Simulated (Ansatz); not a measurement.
**AsH+ (doublet): wB97M-V, B2PLYP over a scan of the distance As1–H2, cc-pVTZ**

Aim: run AsH+ (doublet) with these functionals over a scan of the distance As1–H2, and hold them against the top wave-function level at the same points.

Method: cc-pVTZ, all electrons in the functionals, frozen cores in the correlation of double hybrids and RPA; program: Ansatz 0.2.0, Gaussian basis.

The runs, in order: wB97M-V, B2PLYP, at 1.256 Å; 1.368 Å; 1.535 Å; 1.658 Å; 1.902 Å; 2.135 Å; 2.426 Å; 2.817 Å; 3.310 Å; 4.081 Å; 5.241 Å.

16 further runs of the same task are left out: 13 that didn't finish, 3 set aside as unsound or not needed.

**1. What is computed**

The geometry derives from a PBE0/def2-TZVP stationary point (not a proven minimum). One bond is set to the value named and the two fragments are kept rigid. No spin-orbit coupling is included. The filled d shell of As may be among the frozen orbitals whatever the setting's name suggests; the logs give the count.

2 atoms, charge 1, spin multiplicity 2.

Atoms are counted from 1 here; the program's logs count them from 0.

Bond lengths: As1–H2 1.535 Å.

No dispersion term is added; wB97M-V holds VV10 nonlocal correlation.

The geometry shown and the zero of energy belong to the point 1.535 Å. The yardstick, FCI, and other wave-function levels (R restricted, U unrestricted, valence and pair active spaces) come from earlier runs.

**2. wB97M-V, 1.256 Å**

The input, in.yaml:

```yaml
crystal:
  periodic: [false, false, false]
  atoms:
    - {symbol: As, position_ang: [0.000000, 0.000000, 0.000000]}
    - {symbol: H, position_ang: [0.000000, 0.000000, 1.256000]}
basis:
  gaussian: {orbitals: cc-pVTZ}
total_charge: 1
magnetization: {spin_polarized: true, initial_magnetization: 1}
hamiltonian: {xc: {name: wB97M-V}}
output: {forces: true, orbitals: {seedname: orbitals}}
```

The run is started by

```
ansatz run in.yaml --threads 1 --pin off --events-out ev --progress --plain --max-ram 2393MiB
```

Further steps of the session: wB97M-V, 1.368 Å; wB97M-V, 1.535 Å; wB97M-V, 1.658 Å; wB97M-V, 1.902 Å; wB97M-V, 2.135 Å; wB97M-V, 2.426 Å; wB97M-V, 2.817 Å; wB97M-V, 3.310 Å; wB97M-V, 4.081 Å; wB97M-V, 5.241 Å; B2PLYP, 1.256 Å; B2PLYP, 1.368 Å; B2PLYP, 1.535 Å; B2PLYP, 1.658 Å; B2PLYP, 1.902 Å; B2PLYP, 2.135 Å; B2PLYP, 2.426 Å; B2PLYP, 2.817 Å; B2PLYP, 3.310 Å; B2PLYP, 4.081 Å; B2PLYP, 5.241 Å.

**Question.** What will the summary of the whole plan be? Wanted: span of the FCI curve; largest miss, wB97M-V; largest miss, B2PLYP.

The runs gave:

| quantity | value |
| --- | --- |
| span of the FCI curve | 295.1 kJ/mol |
| largest miss, wB97M-V | +25.8 kJ/mol (2.426 Å) |
| largest miss, B2PLYP | +21.4 kJ/mol (2.426 Å) |

**Reading.** Of the functionals, B2PLYP keep the smallest largest miss at the points compared (at most 21.4 kJ/mol) and wB97M-V strays most (25.8 kJ/mol, at 2.426 Å). wB97M-V, B2PLYP clearly break the spin symmetry at some points (⟨S²⟩ up to 1.00 above the pure value), so energy there is bought with a mixed spin. Functionals and the yardstick converge differently with the basis, so part of each miss in cc-pVTZ is the basis.
